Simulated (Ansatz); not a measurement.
# ZrB2 (AlB2 type): zero-pressure volume and bulk modulus with r²SCAN + rVV10

The task here is to estimate one member of a computed series from the others.

Computed with Ansatz 0.2.0 (DFT r²SCAN + rVV10, scalar-relativistic, plane waves, PAW, unless a step's input says otherwise).

1 further run of the same task is left out (set aside as unsound or not needed). Runs told in other sessions of the task aren't counted.

## The starting structure

Symmetry: P6/mmm, No. 191, hexagonal system. Conventional cell: a = 3.163 Å, b = 3.163 Å, c = 3.524 Å, α = 90.00°, β = 90.00°, γ = 120.00°. Zr (site symmetry 6/mmm) has 12 B at 2.54 Å in its first shell of neighbours. Around B (site symmetry -6m2) lie 3 B at 1.83 Å and 6 Zr at 2.54 Å.

Structure file:

```xyz
3
Lattice="3.1632 0.0000 0.0000 -1.5816 2.7394 0.0000 0.0000 0.0000 3.5240" Properties=species:S:1:pos:R:3 pbc="T T T"
Zr    0.0000    0.0000    0.0000
B     0.0000    1.8263    1.7620
B     1.5816    0.9131    1.7620
```

An earlier run on this cell at PBE gave 2.42 GPa at 10.179 Å³/atom (8×8×8 mesh), metallic.

The first run:

Contents of input.yaml:

```yaml
crystal:
  lattice:
    - [3.1632195451, 0.0, 0.0]
    - [-1.5816097725, 2.7394284838, 0.0]
    - [0.0, 0.0, 3.5239748476]
  atoms:
    - { symbol: Zr, position: [0.0, 0.0, 0.0] }
    - { symbol: B, position: [0.3333333333, 0.6666666667, 0.5] }
    - { symbol: B, position: [0.6666666667, 0.3333333333, 0.5] }
basis:
  ecutwfc: 500
  ecutrho_ratio: 4
kpoints:
  mp_grid: { grid: [8, 8, 8] }
hamiltonian:
  xc: r2scan
  dispersion: rvv10
scf:
  occupations: { method: gaussian, width: 0.05 }
output:
  forces: true
  stress: true
  eigenvalues: true
relax:
  f_tol: 0.02
  max_steps: 40
  cell: { stress_tol: 0.2, fix: [volume] }
```

Launch:

```sh
$ ansatz run input.yaml --threads 4 --pin off --max-ram 8192MiB --backend cpu --events-out ev --progress --plain --runs-dir out
```

Among the steps run: At the given cell; Stepping to 10.282 Å³/atom; Stepping to 10.241 Å³/atom; Volume × 0.98 of the new zero; Volume × 1.02 of the new zero; Volume × 0.96 of the new zero; Volume × 1.04 of the new zero.

One table of the session follows, with a row left open; its other results are not shown here.

It belongs to the step «Energy and pressure against volume». 

```
volume (Å³/atom)  energy (meV/atom)  pressure (GPa)
           9.832              13.39           10.83
          10.036               3.24            5.15
          10.241               0.00            0.00
          10.446                  ?               ?
          10.651              11.75           -8.90
```

Q: Estimate the row for volume (Å³/atom) = 10.446 from the others.

Worked estimate for «energy (meV/atom)». A straight line through the neighbours (10.241, 0.00) and (10.651, 11.75) gives 0.00 + (11.75 − 0.00) × (10.446 − 10.241) / (10.651 − 10.241) = 5.88; a parabola fitted to 3 rows on both sides gives 2.84.

As computed: energy (meV/atom): 3.04; pressure (GPa): -4.67. In «energy (meV/atom)» the line misses by +2.84 and the parabola by -0.20.
